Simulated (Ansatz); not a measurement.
Predict the output of the script below (the Python package of Ansatz (0.2.0)).

`cui.py`
```python
# -*- coding: utf-8 -*-
"""DFPT phonons of CuI."""

from pathlib import Path

import ansatz as az
import numpy as np
from pymatgen.core import Lattice, Structure
from pymatgen.io.ase import AseAtomsAdaptor

config = {
    "occupations": "Marzari-Vanderbilt",
    "smearing_width": 0.01,
    "functional": "pbe",
    "kmesh": (6, 6, 6),
}


def main():
    pmg_structure = Structure(
        Lattice([[0.0, 3.0315, 3.0315], [3.0315, 0.0, 3.0315], [3.0315, 3.0315, 0.0]]),
        ["Cu", "I"],
        [
            [0.25, 0.25, 0.25],
            [0.0, 0.0, 0.0],
        ],
    )
    structure = az.Crystal.from_ase(AseAtomsAdaptor.get_atoms(pmg_structure))

    job = (
        structure.calculation()
        .occupations(config["occupations"], width=config["smearing_width"])
        .functional(config["functional"])
        .pseudopotentials("paw")
        .kpoints(*config["kmesh"])
        .phonons("dfpt", points=[(0, 0, 0), (0.5, 0, 0), (0.5, 0.5, 0.5)])
    )
    done = job.run(runs_dir="runs")
    ph = done.phonons

    for q in ph.qpoints:
        thz = np.asarray(q.omega_inv_cm) / 33.35641
        print("q = ({:.2f}, {:.2f}, {:.2f})".format(*q.q_frac), np.round(thz, 2) + 0.0, "THz")


if __name__ == "__main__":
    main()
```

```console
$ python cui.py
DeckWarning: basis.ecutwfc = 420 eV, auto-derived from the records' recommended cutoffs: set by Cu (normal level)
q = (0.00, 0.00, 0.00) [0.   0.   0.   3.76 3.76 3.76] THz
q = (0.50, 0.00, 0.00) [1.09 1.09 3.15 3.91 3.91 4.1 ] THz
q = (0.50, 0.50, 0.50) [1.09 1.09 3.15 3.91 3.91 4.1 ] THz
```
(Warnings from the package without file and line.)

Reading the output:
- The cell isn't relaxed first, so the values belong to this volume.
- Of the deposited cell: the entry's cell lengths or inner coordinates differ somewhat from later room-temperature determinations.
- Without a Hubbard U or exact exchange, semilocal functionals often make such 3d compounds metallic or too weakly gapped.
- No non-analytic term is added, so at the zone centre the longitudinal optical modes of a polar crystal aren't split off.
- The starting cell is as deposited in a crystallographic database; the results hold for this polymorph, which needn't be the stable one.
- The structure is taken as given; imaginary modes can come from an unrelaxed or unstable start.
- Hardware and time: 50 s on 1 thread of Arm Neoverse V1 (shared host), peak memory 0.67 GiB.
